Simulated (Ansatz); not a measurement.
# FH4O3Si2 radical: a ladder of functionals and wavefunction methods

Aim: compute FH4O3Si2 radical with functionals from several rungs and with coupled cluster. The yardstick is the atomisation energy at the CCSD(T) limit.

Method: functionals in def2-TZVPP, the program's frozen cores in correlated methods; program: Ansatz 0.2.0, Gaussian basis.

Levels to be run: PBE-D4, r2SCAN-D4, PBE0-D4, B3LYP-D4, ωB97X-V, ωB97M-V, B2PLYP; CCSD(T)/def2-TZVPP; MP2/def2-QZVPP; extrapolation to the limit.

### 1 The geometry

All runs share one geometry, relaxed beforehand with PBE0-D4 in a triple-zeta def2 set.

SMILES `O[Si](O)(F)O[SiH2]`, 10 atoms, charge 0, spin multiplicity 2.

Atoms are counted from 1 here; the program's logs count them from 0.

Bond lengths: O1–Si2 1.618 Å, O1–H7 0.958 Å, Si2–O3 1.623 Å, Si2–F4 1.587 Å, Si2–O5 1.610 Å, O3–H8 0.958 Å, O5–Si6 1.644 Å, Si6–H9 1.492 Å, Si6–H10 1.490 Å. Angles: Si2–O1–H7 118.4°, O1–Si2–O3 109.0°, O1–Si2–F4 111.5°, O1–Si2–O5 108.2°, O3–Si2–F4 108.2°, O3–Si2–O5 113.3°, F4–Si2–O5 106.7°, Si2–O3–H8 118.6°, Si2–O5–Si6 144.9°, O5–Si6–H9 109.9°, O5–Si6–H10 107.1°, H9–Si6–H10 110.6°.

### 2 PBE-D4 (GGA)

File in.yaml:

```yaml
crystal:
  periodic: [false, false, false]
  atoms:
    - {symbol: O, position_ang: [-1.744892, 0.056111, 0.546642]}
    - {symbol: Si, position_ang: [-0.237677, -0.513172, 0.691504]}
    - {symbol: O, position_ang: [0.484892, 0.221272, 1.944926]}
    - {symbol: F, position_ang: [-0.231214, -2.077200, 0.962935]}
    - {symbol: O, position_ang: [0.523416, -0.282547, -0.707844]}
    - {symbol: Si, position_ang: [0.420754, 0.405669, -2.197756]}
    - {symbol: H, position_ang: [-2.259230, 0.193135, 1.342739]}
    - {symbol: H, position_ang: [1.289318, -0.160800, 2.297721]}
    - {symbol: H, position_ang: [-0.023377, 1.824270, -2.073577]}
    - {symbol: H, position_ang: [1.777992, 0.333253, -2.807300]}
basis:
  gaussian: {orbitals: def2-TZVPP}
magnetization: {spin_polarized: true, initial_magnetization: 1}
hamiltonian: {xc: pbe, dispersion: d4}
output: {forces: true, orbitals: {seedname: orbitals}}
```

Launch:

```sh
ansatz run in.yaml --threads 2 --pin off --events-out ev --progress --plain --max-ram 22528MiB --backend cpu
```

Further steps of the session: r2SCAN-D4 (meta-GGA); PBE0-D4 (hybrid); B3LYP-D4 (hybrid); ωB97X-V (range-separated); ωB97M-V (range-separated); B2PLYP (double hybrid); CCSD(T) in def2-TZVPP; MP2 in def2-QZVPP.

Before running them: what should the planned runs give, taken together? Wanted: atomisation energy, CCSD(T)/CBS; farthest; mean size of error, hybrid; mean size of error, range-separated; gap, smallest and largest; T1 diagnostic; triples share of the correlation energy.

**Answer**, as computed:

| quantity | value |
| --- | --- |
| atomisation energy, CCSD(T)/CBS | 41.653 eV |
| functionals within 0.208 eV (0.5 %) | PBE-D4, r2SCAN-D4 |
| farthest | PBE0-D4 (-0.945 eV) |
| mean size of error, hybrid | 0.757 eV |
| mean size of error, range-separated | 0.231 eV |
| gap, smallest and largest | 1.78 eV (PBE-D4), 7.81 eV (ωB97X-V) |
| T1 diagnostic | 0.0127 |
| triples share of the correlation energy | 3.2 % |

PBE-D4 is off by -0.005 eV. Double hybrids carry the basis error of their MP2 part in triple zeta, and no dispersion term here, so their miss is partly the set-up's. Misses under about 0.208 eV are within the doubt on the reference itself, which lacks core-valence correlation, relativity and higher excitations. Hartree-Fock recovers 72 % of the binding; the rest is correlation. Orbital gaps span 1.8 to 7.8 eV; exact exchange widens them.
